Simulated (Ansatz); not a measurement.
**One shape, several levels: singlet SiN2H4F−**

Aim: a comparison of 3 runs (BLYP/def2-SVPD, revPBE/def2-SVPD, CCSD(T)/def2-SVPD) of singlet SiN2H4F−. 

The results are computed with Ansatz 0.2.0.

37 further runs of the same task are left out: 37 set aside as unsound or not needed.

## (1) The structure to begin with

SiN2H4F− has 8 atoms, charge -1, and is taken as a singlet. As SMILES of the parent species, `N[Si](N)F`. Geometry: relaxed at PBE0-D4/def2-TZVP. This is one conformer, not always the lowest. That shape belongs to the parent species and isn't relaxed for this state.

Bond lengths: N1–Si2 1.712 Å, Si2–N3 1.701 Å, Si2–F4 1.611 Å, N1–H5 1.008 Å, N1–H6 1.008 Å, N3–H7 1.005 Å, N3–H8 1.009 Å. Angles: N1–Si2–N3 106.6°, N1–Si2–F4 103.4°, N3–Si2–F4 115.9°, Si2–N1–H5 119.3°, Si2–N1–H6 119.1°, Si2–N3–H7 121.7°, Si2–N3–H8 121.3°, H5–N1–H6 111.5°, H7–N3–H8 112.7°.

## (2) A single-point energy at BLYP/def2-SVPD (run 1)

molecule.yaml

```yaml
crystal:
  periodic: [false, false, false]
  atoms:
    - {symbol: N, position_ang: [-0.814900, 1.031500, -0.359900]}
    - {symbol: Si, position_ang: [0.517200, -0.020700, -0.581300]}
    - {symbol: N, position_ang: [0.780300, -0.793300, 0.910700]}
    - {symbol: F, position_ang: [0.045300, -0.971200, -1.794000]}
    - {symbol: H, position_ang: [-1.331700, 1.348900, -1.165000]}
    - {symbol: H, position_ang: [-0.763800, 1.744700, 0.350200]}
    - {symbol: H, position_ang: [1.648600, -1.254800, 1.120500]}
    - {symbol: H, position_ang: [0.011100, -1.142300, 1.463200]}
basis:
  gaussian:
    orbitals: def2-SVPD
total_charge: -1
output:
  orbitals: {seedname: orbitals}
hamiltonian:
  xc: {name: BLYP}
accuracy: high
```

Launch:

```
$ ansatz run molecule.yaml --threads 1 --pin off --max-ram 3480MiB --events-out events.jsonl --progress --plain --runs-dir runs
```

The log of the run:

```text
Warning: RAYON_NUM_THREADS=1 ignored (pool sized by the plan → 1); use --threads N
Functional definition: BLYP
  name "BLYP"
  parameter beta = 0.0042
  parameter a = 0.04918
  parameter b = 0.132
  parameter c = 0.2533
  parameter d = 0.349
  exchange = b88_x(beta = beta)
  correlation = lyp_c(a = a, b = b, c = c, d = d)
2422 factors; integrals over basis functions are off by at most 3.4e-9 eV
mean field evaluation 1: about -13626.1355 eV, gradient 6.3e1 eV
mean field evaluation 2: about -13589.3626 eV, gradient 1.3e2 eV
mean field evaluation 4: about -13633.9689 eV, gradient 1.1e1 eV
mean field evaluation 8: about -13634.2765 eV, gradient 3.8e-1 eV
mean field evaluation 16: about -13634.2768 eV, gradient 2.4e-5 eV
mean field -13634.27678738 eV, -501.0504302916 hartree, gradient 5.7e-8 eV, S^2 0.000000; 0 other end points of the search recorded, 0 dependent functions left out
reference -13634.27683712 eV, -501.0504321194 hartree; 21, 21 occupied and 98, 98 virtual orbitals, 2422 factors
Total energy: -13634.27683712 eV, -501.0504321194 hartree
```

Wall time 11 s (1 thread of Arm Neoverse V1, shared host); peak memory 0.35 GiB.

## (3) The energy at revPBE/def2-SVPD (run 2)

input.yaml

```yaml
crystal:
  periodic: [false, false, false]
  atoms:
    - {symbol: "N", position_ang: [-0.814900, 1.031500, -0.359900]}
    - {symbol: Si, position_ang: [0.517200, -0.020700, -0.581300]}
    - {symbol: N, position_ang: [0.780300, -0.793300, 0.910700]}
    - {symbol: F, position_ang: [0.045300, -0.971200, -1.794000]}
    - {symbol: H, position_ang: [-1.331700, 1.348900, -1.165000]}
    - {symbol: H, position_ang: [-0.763800, 1.744700, 0.350200]}
    - {symbol: H, position_ang: [1.648600, -1.254800, 1.120500]}
    - {symbol: H, position_ang: [0.011100, -1.142300, 1.463200]}
basis:
  gaussian:
    orbitals: def2-SVPD
total_charge: -1
hamiltonian:
  xc: {name: revPBE}
accuracy: high
output:
  orbitals: {seedname: orbitals}
```

Launch:

```
$ ansatz run input.yaml --threads 1 --pin off --max-ram 3480MiB --events-out events.jsonl --progress --plain --runs-dir runs
```

The log of the run:

```text
Warning: RAYON_NUM_THREADS=1 ignored (pool sized by the plan → 1); use --threads N
Functional definition: revPBE
  name "revPBE"
  parameter kappa = 1.245
  parameter beta = 0.06672455060314922
  exchange = pbe_x(kappa = kappa, mu = beta*pi^2/3)
  correlation = pbe_c(beta = beta)
2422 factors; integrals over basis functions are off by at most 3.4e-9 eV
mean field evaluation 1: about -13625.2110 eV, gradient 5.7e1 eV
mean field evaluation 2: about -13597.0900 eV, gradient 1.2e2 eV
mean field evaluation 4: about -13631.7818 eV, gradient 8.2e0 eV
mean field evaluation 8: about -13631.9572 eV, gradient 5.6e-1 eV
mean field evaluation 16: about -13631.9579 eV, gradient 5.9e-5 eV
mean field -13631.95788950 eV, -500.9652123661 hartree, gradient 2.2e-8 eV, S^2 0.000000; 0 other end points of the search recorded, 0 dependent functions left out
reference -13631.95789378 eV, -500.9652125235 hartree; 21, 21 occupied and 98, 98 virtual orbitals, 2422 factors
Total energy: -13631.95789378 eV, -500.9652125235 hartree
```

It took 9.9 s on 1 thread of Arm Neoverse V1, shared host; peak memory 0.35 GiB.

## (4) A single-point energy at CCSD(T)/def2-SVPD (run 3)

input.yaml

```yaml
crystal:
  periodic: [false, false, false]
  atoms:
    - {symbol: N, position_ang: [-0.814900, 1.031500, -0.359900]}
    - {symbol: Si, position_ang: [0.517200, -0.020700, -0.581300]}
    - {symbol: "N", position_ang: [0.780300, -0.793300, 0.910700]}
    - {symbol: F, position_ang: [0.045300, -0.971200, -1.794000]}
    - {symbol: H, position_ang: [-1.331700, 1.348900, -1.165000]}
    - {symbol: H, position_ang: [-0.763800, 1.744700, 0.350200]}
    - {symbol: H, position_ang: [1.648600, -1.254800, 1.120500]}
    - {symbol: H, position_ang: [0.011100, -1.142300, 1.463200]}
basis:
  gaussian: {orbitals: def2-SVPD}
total_charge: -1
correlation: {method: ccsd_t, frozen_orbitals: {F: 1, H: 0, "N": 1, Si: 5}}
accuracy: high
scf: {omitted_lower_state_checks: [cluster_reference, increment]}
```

Launch:

```
$ ansatz run input.yaml --threads 1 --pin off --max-ram 3480MiB --events-out events.jsonl --progress --plain --runs-dir runs
```

The log of the run, cut to the lines that bear on the results:

```text
Warning: RAYON_NUM_THREADS=1 ignored (pool sized by the plan → 1); use --threads N
Functional definition: HF
  name "HF"
[...]
2422 factors; integrals over basis functions are off by at most 3.4e-9 eV
[...]
mean field -13589.75375805 eV, -499.4142391424 hartree, gradient 2.7e-8 eV, S^2 0.000000; 0 other end points of the search recorded, 0 dependent functions left out
8 core orbitals not correlated: weight in the atoms' cores, before any rotation towards them, 1.000 or more for the frozen orbitals, at most 0.000 for the correlated occupied ones
reference -13589.75375805 eV, -499.4142391424 hartree; 13, 13 occupied and 98, 98 virtual orbitals, 2422 factors
second order -18.41187987 eV of doubles, -0.00000000 eV of singles
cycle   1  -18.61023423 eV  change   -2.0e-1 eV  update   1.1e-1
[...]
cycle  26  -19.16268366 eV  change   1.3e-10 eV  update   2.1e-9
perturbative correction -0.59958470 eV, -0.0220343314 hartree
Total energy: -13609.51602641 eV, -500.1404891095 hartree
Checks for a lower state left out: cluster_reference, increment
```

Wall time 71 s (1 thread of Arm Neoverse V1, shared host); peak memory 1.2 GiB.

## (5) The series

```
run              level  frozen core orbitals  energy (Eh)  HOMO energy (eV)  LUMO energy (eV)  HOMO–LUMO gap (eV)  wall time
  1     BLYP/def2-SVPD                     –  -501.050432              2.14              4.14                2.00       11 s
  2   revPBE/def2-SVPD                     –  -500.965213              2.16              4.22                2.06      9.9 s
  3  CCSD(T)/def2-SVPD                     8  -500.140489                 –                 –                   –       71 s
```

## (6) Results

```
                                          quantity          value
                               run 3: total energy  -500.14049 Eh
run 3: correlation energy (8 core orbitals frozen)     -726.2 mEh
                             run 3: (T) correction     -22.03 mEh
                              run 3: T1 diagnostic          0.019
```

What this shows: Totals of different functionals can't be ranked against each other. In runs 1, 2 the HOMO lies above zero, so the outermost electron may be held by the basis alone. All runs together took 91 s, the longest 71 s.
